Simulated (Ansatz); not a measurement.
# LiSe+ (triplet): from Hartree-Fock to the top rungs at distance Se1–Li2 = 6.844 Å, cc-pVDZ

How much of the correlation energy of LiSe+ (triplet) does each wave-function method recover here?

Program: Ansatz 0.2.0, Gaussian basis. Level of theory: cc-pVDZ, core rule «outside noble gas», up to 15 orbitals frozen. These are calculated values, not measurements.

Plan: UHF; CCSD(T) on ROHF; CCSD(T) on UHF; BCCD(T) on ROHF; CCSDT(Q) on ROHF; CCSDT(Q) on UHF; Full CI.

73 further runs of the same task are left out: 55 for a known fault of the program, 12 that didn't finish, 6 set aside as unsound or not needed.

### 1 The geometry

The geometry derives from a PBE0/def2-TZVP stationary point (not a proven minimum). One bond is set to the value named and the two fragments are kept rigid. No spin-orbit coupling is included. The filled d shell of Se may be among the frozen orbitals whatever the setting's name suggests; the logs give the count.

2 atoms, charge 1, spin multiplicity 3.

Atoms are counted from 1 here; the program's logs count them from 0.

No contacts short enough for the rule that draws bonds.

### 2 UHF

Contents of in.yaml:

```yaml
crystal:
  periodic: [false, false, false]
  atoms:
    - {symbol: Se, position_ang: [0.000000, 0.000000, 0.000000]}
    - {symbol: Li, position_ang: [0.000000, 0.000000, 6.844000]}
basis:
  gaussian: {orbitals: cc-pVDZ}
total_charge: 1
magnetization: {spin_polarized: true, initial_magnetization: 2}
hamiltonian: {xc: hf}
output: {orbitals: {seedname: orbitals}}
```

The run is started by

```bash
$ ansatz run in.yaml --threads 1 --pin off --events-out ev --progress --plain --max-ram 2393MiB
```

After this run come: CCSD(T) on ROHF; CCSD(T) on UHF; BCCD(T) on ROHF; CCSDT(Q) on ROHF; CCSDT(Q) on UHF; Full CI.

**Question.** What will the summary of the whole plan be? Wanted: FCI below the RHF energy; RMP2 from FCI; UMP2 from FCI; RCCSD from FCI; RCCSD(T) from FCI; UCCSD(T) from FCI; RCCSDT(Q) from FCI; UCCSDT(Q) from FCI; T1 diagnostic.

As calculated:

| quantity | value |
| --- | --- |
| FCI below the RHF energy | -2.4941 eV |
| RMP2 from FCI | +439.8 meV |
| UMP2 from FCI | +451.6 meV |
| RCCSD from FCI | +33.6 meV |
| RCCSD(T) from FCI | +8.4 meV |
| UCCSD(T) from FCI | +0.6 meV |
| RCCSDT(Q) from FCI | +0.2 meV |
| UCCSDT(Q) from FCI | -7.2 meV |
| levels within 1 kcal/mol (43 meV) | RCCSD, UCCSD, RCCSD(T), UCCSD(T), BCCD(T), RCCSDT, UCCSDT, RCCSDT(Q), UCCSDT(Q) |
| T1 diagnostic | 0.012 |
| effectively unpaired electrons | 2.01 |

RCCSD(T) misses by +8.4 meV, 0.3 % of the correlation energy. UCCSDT, UCCSDT(Q) fall below full CI: unrestricted runs freeze a spin-polarised core, another one than full CI's, and coupled cluster isn't variational. One determinant dominates. These misses are within one basis, not against nature; the frozen cores of restricted and unrestricted runs differ, which can shift their rows.
